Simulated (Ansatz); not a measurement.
# AlB2H5O: basis-set convergence

The task here is to estimate one member of a computed series from the others.

Program: Ansatz 0.2.0, Gaussian basis. Level of theory: one geometry, several basis sets. These are calculated values, not measurements.

The runs, in order: PBE0-D4/def2-SVP; ωB97M-V/def2-SVP; PBE0-D4/def2-QZVPP; ωB97M-V/def2-QZVPP; the functionals' def2-TZVPP values are taken from earlier runs.

## The geometry

All runs share one geometry, relaxed beforehand with PBE0-D4 in a triple-zeta def2 set.

SMILES `[BH2][AlH][BH]O`, 9 atoms, charge 0, spin multiplicity 1.

Atoms are counted from 1 here; the program's logs count them from 0.

Bond lengths: B1–Al2 2.113 Å, B1–H5 1.201 Å, B1–H6 1.202 Å, Al2–B3 2.153 Å, Al2–H7 1.602 Å, B3–O4 1.357 Å, B3–H8 1.212 Å, O4–H9 0.962 Å. Angles: Al2–B1–H5 122.9°, Al2–B1–H6 123.0°, H5–B1–H6 114.1°, B1–Al2–B3 122.9°, B1–Al2–H7 118.1°, B3–Al2–H7 119.0°, Al2–B3–O4 119.3°, Al2–B3–H8 123.3°, O4–B3–H8 117.5°, B3–O4–H9 113.8°.

Set-up of the first run:

Contents of in.yaml:

```yaml
crystal:
  periodic: [false, false, false]
  atoms:
    - {symbol: B, position_ang: [-0.512778, 0.624481, -2.091496]}
    - {symbol: Al, position_ang: [0.414590, 0.820474, -0.203102]}
    - {symbol: B, position_ang: [0.009904, -0.509362, 1.440802]}
    - {symbol: O, position_ang: [0.724848, -1.657338, 1.557433]}
    - {symbol: H, position_ang: [-0.036624, -0.016106, -2.989404]}
    - {symbol: H, position_ang: [-1.574746, 1.122111, -2.353336]}
    - {symbol: H, position_ang: [1.417741, 2.049400, 0.020435]}
    - {symbol: H, position_ang: [-0.837011, -0.290510, 2.279977]}
    - {symbol: H, position_ang: [0.482477, -2.189550, 2.321692]}
basis:
  gaussian: {orbitals: def2-SVP}
hamiltonian: {xc: pbe0, dispersion: d4}
output: {orbitals: {seedname: orbitals}}
```

Command:

```
ansatz run in.yaml --threads 2 --pin off --events-out ev --progress --plain --max-ram 4352MiB
```

Steps of the session up to this table: PBE0-D4 in def2-SVP; ωB97M-V in def2-SVP; PBE0-D4 in def2-QZVPP; ωB97M-V in def2-QZVPP.

One of the session's tables, all rows but one given; the rest of the session is left out.

It belongs to the step «Density functionals: the series». 

| functional | basis | HOMO (eV) | LUMO (eV) |
| --- | --- | --- | --- |
| PBE0-D4 | def2-SVP | ? | ? |
| PBE0-D4 | def2-TZVPP | -6.69 | -2.14 |
| PBE0-D4 | def2-QZVPP | -6.71 | -2.15 |
| ωB97M-V | def2-SVP | -8.66 | -0.01 |
| ωB97M-V | def2-TZVPP | -8.77 | -0.22 |
| ωB97M-V | def2-QZVPP | -8.78 | -0.29 |

Estimate the missing values for PBE0-D4, def2-SVP.

**Answer.** HOMO (eV): -6.63; LUMO (eV): -2.05. In the column «HOMO (eV)» it is the highest.
